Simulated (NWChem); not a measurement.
**C2H3In (SMILES C#[C][InH2]) at 3 levels**

Wanted: a comparison of 3 runs (B3LYP/def2-SVP, B3LYP/def2-TZVP, B3LYP/def2-TZVPP) of C2H3In. 

Program for the calculation: NWChem 7.3.0.

## 1. The structure to begin with

C2H3In has 6 atoms, charge 0, and is taken as a singlet. SMILES: `C#[C][InH2]`. The coordinates come from a PBE0-D4/def2-TZVP relaxation.

Bond lengths: C1–C2 1.210 Å, C2–In3 2.097 Å, C1–H4 1.067 Å, In3–H5 1.713 Å, In3–H6 1.713 Å. Angles: C1–C2–In3 180.0°, C2–C1–H4 180.0°, C2–In3–H5 117.0°, C2–In3–H6 117.0°, H5–In3–H6 126.0°.

## 2. The charge distribution at B3LYP/def2-SVP (core potential) (run 1)

c2h3in.xyz

```xyz
6
C2H3In B3LYP
C     -0.186600    -1.928000     0.015100
C     -0.070400    -0.723400     0.005900
In     0.131900     1.363900    -0.010600
H     -0.289000    -2.989600     0.023300
H      0.673500     2.081500    -1.468800
H     -0.259400     2.195500     1.435000
```

c2h3in.nw

```
start c2h3in
title "C2H3In B3LYP"
memory total 2200 mb
charge 0
geometry units angstrom noautosym nocenter noautoz
   load c2h3in.xyz
end
basis spherical bse
   * library def2-SVP
end
ecp bse
   In library def2-SVP
end
dft
   xc b3lyp
   grid fine
   convergence energy 1e-08
   iterations 100
   mulliken
   noprint "final vectors analysis"
end
property
   dipole
   quadrupole
   mulliken
end
task dft property
```

Started as:

```sh
$ nwchem c2h3in.nw > c2h3in.out
```

Standard output:

```text
[...]
          Wavefunction type:  closed shell.
          No. of atoms     :     6
          No. of electrons :    36
[...]
          Charge           :     0
          Spin multiplicity:     1
[...]
          AO basis - number of functions:    69
[...]
              XC Information
              --------------
                         B3LYP Method XC Potential
                     Hartree-Fock (Exact) Exchange  0.200
                        Slater Exchange Functional  0.800 local
                    Becke 1988 Exchange Functional  0.720 non-local
              Lee-Yang-Parr Correlation Functional  0.810
                  VWN I RPA Correlation Functional  0.190 local
[...]
 d= 0,ls=0.0,diis     1   -268.0125420309 -3.59D+02  1.76D-02  2.43D-01     1.4
[...]
 d= 0,ls=0.0,diis     8   -268.0519459458  9.15D-09  6.33D-06  2.30D-07     8.1
         Total DFT energy =     -268.051945945760
      One electron energy =     -620.138109566899
           Coulomb energy =      289.370057595287
    Exchange-Corr. energy =      -28.642246984614
 Nuclear repulsion energy =       91.358353010466
[...]
      Total Density - Mulliken Population Analysis
     ---------------------------------------------
    Atom       Charge   Shell Charges
 -----------   ------   -------------------------------------------------------
    1 C    6     6.29   1.99  0.92  0.65  2.01  0.70  0.02
    2 C    6     5.84   1.99  0.94  0.33  1.97  0.59  0.02
    3 In  21    20.67  -0.60  2.60  0.96  0.25  2.79  3.22  1.10  0.28  9.62  0.44
    4 H    1     1.00   0.74  0.23  0.03
    5 H    1     1.10   0.68  0.42  0.01
    6 H    1     1.10   0.68  0.42  0.01
[...]
   Dipole moment        0.2238737151 Debye(s)
             DMX        0.0219358029 DMXEFC        0.0000000000
             DMY        0.2227916650 DMYEFC        0.0000000000
             DMZ       -0.0014611106 DMZEFC        0.0000000000
   -EFC- dipole         0.0000000000 DEBYE(S)
   Total dipole         0.2238737151 DEBYE(S)
[...]
```

Wall time 9 s (1 thread of Intel Xeon Platinum 8488C (Sapphire Rapids), shared host); peak memory 0.12 GiB.

Atomic charges (e):

```csv
atom,Löwdin
C1,-0.050
C2,-0.180
In3,+0.410
H4,+0.030
H5,-0.100
H6,-0.100
```

## 3. Energy and one-electron properties at B3LYP/def2-TZVP (core potential) (run 2)

c2h3in.nw

```
START c2h3in
memory 2200 mb

GEOMETRY units angstrom noautosym nocenter noautoz
  C    -0.186600   -1.928000    0.015100
  C    -0.070400   -0.723400    0.005900
  In    0.131900    1.363900   -0.010600
  H    -0.289000   -2.989600    0.023300
  H     0.673500    2.081500   -1.468800
  H    -0.259400    2.195500    1.435000
END

BASIS spherical bse
  C library def2-TZVP
  In library def2-TZVP
  H library def2-TZVP
END

ECP bse
  In library def2-TZVP
END

DFT
  xc b3lyp
  grid fine
  convergence energy 1e-08
  iterations 100
  mulliken
  noprint "final vectors analysis"
END

PROPERTY
  dipole
  quadrupole
  mulliken
END

TASK dft property
```

Started as:

```sh
$ nwchem c2h3in.nw > c2h3in.out
```

Standard output:

```text
[...]
          Wavefunction type:  closed shell.
          No. of atoms     :     6
          No. of electrons :    36
[...]
          Charge           :     0
          Spin multiplicity:     1
[...]
          AO basis - number of functions:   130
[...]
              XC Information
              --------------
                         B3LYP Method XC Potential
                     Hartree-Fock (Exact) Exchange  0.200
                        Slater Exchange Functional  0.800 local
                    Becke 1988 Exchange Functional  0.720 non-local
              Lee-Yang-Parr Correlation Functional  0.810
                  VWN I RPA Correlation Functional  0.190 local
[...]
 d= 0,ls=0.0,diis     1   -268.1063257090 -3.59D+02  1.40D-02  4.02D-01     4.7
[...]
 d= 0,ls=0.0,diis     8   -268.1531439577 -9.23D-09  7.45D-06  3.83D-07    29.8
         Total DFT energy =     -268.153143957650
      One electron energy =     -620.337147083736
           Coulomb energy =      289.492306608323
    Exchange-Corr. energy =      -28.666656492704
 Nuclear repulsion energy =       91.358353010466
[...]
      Total Density - Mulliken Population Analysis
     ---------------------------------------------
    Atom       Charge   Shell Charges
 -----------   ------   -------------------------------------------------------
    1 C    6     6.05   0.86  1.12  0.58  0.42  0.06  1.30  1.26  0.43  0.01  0.00  0.01
    2 C    6     6.39   0.86  1.11  0.57  0.62  0.43  1.25  1.24  0.26  0.01  0.03  0.01
    3 In  21    20.50   0.40 -0.84  1.62  0.81  0.94  0.30 -0.41  6.41  0.68  0.47  0.06  8.80  1.15  0.09  0.00  0.02
    4 H    1     0.82   0.27  0.46  0.07  0.02
    5 H    1     1.12   0.23  0.53  0.35  0.01
    6 H    1     1.12   0.23  0.53  0.35  0.01
[...]
   Dipole moment        0.2842436877 Debye(s)
             DMX        0.0277408134 DMXEFC        0.0000000000
             DMY        0.2828802430 DMYEFC        0.0000000000
             DMZ       -0.0019207772 DMZEFC        0.0000000000
   -EFC- dipole         0.0000000000 DEBYE(S)
   Total dipole         0.2842436877 DEBYE(S)
[...]
```

Wall time 31 s (1 thread of Intel Xeon Platinum 8488C (Sapphire Rapids), shared host); peak memory 0.12 GiB.

Atomic charges (e):

```
atom  Löwdin
  C1  -0.120
  C2  -0.270
 In3  +0.430
  H4  +0.120
  H5  -0.080
  H6  -0.080
```

## 4. The charge distribution at B3LYP/def2-TZVPP (core potential) (run 3)

test.xyz

```xyz
6

C     -0.186600    -1.928000     0.015100
C     -0.070400    -0.723400     0.005900
In     0.131900     1.363900    -0.010600
H     -0.289000    -2.989600     0.023300
H      0.673500     2.081500    -1.468800
H     -0.259400     2.195500     1.435000
```

test.nw

```
start test
memory 2200 mb
geometry units angstrom noautosym nocenter noautoz
 load format xyz test.xyz
end
basis spherical bse
 * library def2-TZVPP
end
ecp bse
 In library def2-TZVPP
end
dft
 xc b3lyp
 grid fine
 convergence energy 1e-08
 maxiter 100
 mulliken
 noprint "final vectors analysis"
end
property
 dipole
 quadrupole
 mulliken
end
task dft property
```

Started as:

```sh
$ nwchem test.nw > test.out
```

Standard output:

```text
[...]
          Wavefunction type:  closed shell.
          No. of atoms     :     6
          No. of electrons :    36
[...]
          Charge           :     0
          Spin multiplicity:     1
[...]
          AO basis - number of functions:   154
[...]
              XC Information
              --------------
                         B3LYP Method XC Potential
                     Hartree-Fock (Exact) Exchange  0.200
                        Slater Exchange Functional  0.800 local
                    Becke 1988 Exchange Functional  0.720 non-local
              Lee-Yang-Parr Correlation Functional  0.810
                  VWN I RPA Correlation Functional  0.190 local
[...]
 d= 0,ls=0.0,diis     1   -268.1069597699 -3.59D+02  1.40D-02  4.13D-01     6.0
[...]
 d= 0,ls=0.0,diis     8   -268.1539216081 -9.48D-09  6.28D-06  3.78D-07    39.9
         Total DFT energy =     -268.153921608081
      One electron energy =     -620.339903496964
           Coulomb energy =      289.494591497680
    Exchange-Corr. energy =      -28.666962619264
 Nuclear repulsion energy =       91.358353010466
[...]
      Total Density - Mulliken Population Analysis
     ---------------------------------------------
    Atom       Charge   Shell Charges
 -----------   ------   -------------------------------------------------------
    1 C    6     5.90   0.86  1.11  0.59  0.49 -0.03  1.30  1.07  0.45  0.01  0.04  0.01
    2 C    6     6.60   0.86  1.11  0.57  0.68  0.45  1.26  1.33  0.31  0.01  0.02  0.01
    3 In  21    20.47   0.40 -0.84  1.63  0.81  0.94  0.29 -0.41  6.41  0.67  0.46  0.06  8.80  1.14  0.09  0.00  0.02
    4 H    1     0.77   0.27  0.36  0.09  0.01  0.03  0.00
    5 H    1     1.13   0.23  0.53  0.36  0.00  0.01  0.00
    6 H    1     1.13   0.23  0.53  0.36  0.00  0.01  0.00
[...]
   Dipole moment        0.2899910304 Debye(s)
             DMX        0.0283014330 DMXEFC        0.0000000000
             DMY        0.2885999711 DMYEFC        0.0000000000
             DMZ       -0.0019706144 DMZEFC        0.0000000000
   -EFC- dipole         0.0000000000 DEBYE(S)
   Total dipole         0.2899910304 DEBYE(S)
[...]
```

It took 41 s on 1 thread of Intel Xeon Platinum 8488C (Sapphire Rapids), shared host; peak memory 0.12 GiB.

Atomic charges (e):

```csv
atom,Löwdin
C1,+0.000
C2,-0.240
In3,+0.560
H4,-0.010
H5,-0.150
H6,-0.150
```

## 5. The series

| run | level | core potential | energy (Eh) | dipole moment (D) | wall time |
| --- | --- | --- | --- | --- | --- |
| 1 | B3LYP/def2-SVP (core potential) | def2-SVP | -268.051946 | 0.22 | 9 s |
| 2 | B3LYP/def2-TZVP (core potential) | def2-TZVP | -268.153144 | 0.28 | 31 s |
| 3 | B3LYP/def2-TZVPP (core potential) | def2-TZVPP | -268.153922 | 0.29 | 41 s |

## 6. Outcome

| quantity | value |
| --- | --- |
| run 3: total energy | -268.15392 Eh |
| run 3: dipole moment | 0.29 D |

The dipole moment (its size) runs from 0.22 D (B3LYP/def2-SVP) to 0.29 D (B3LYP/def2-TZVPP). All runs together took 81 s, the longest 41 s.
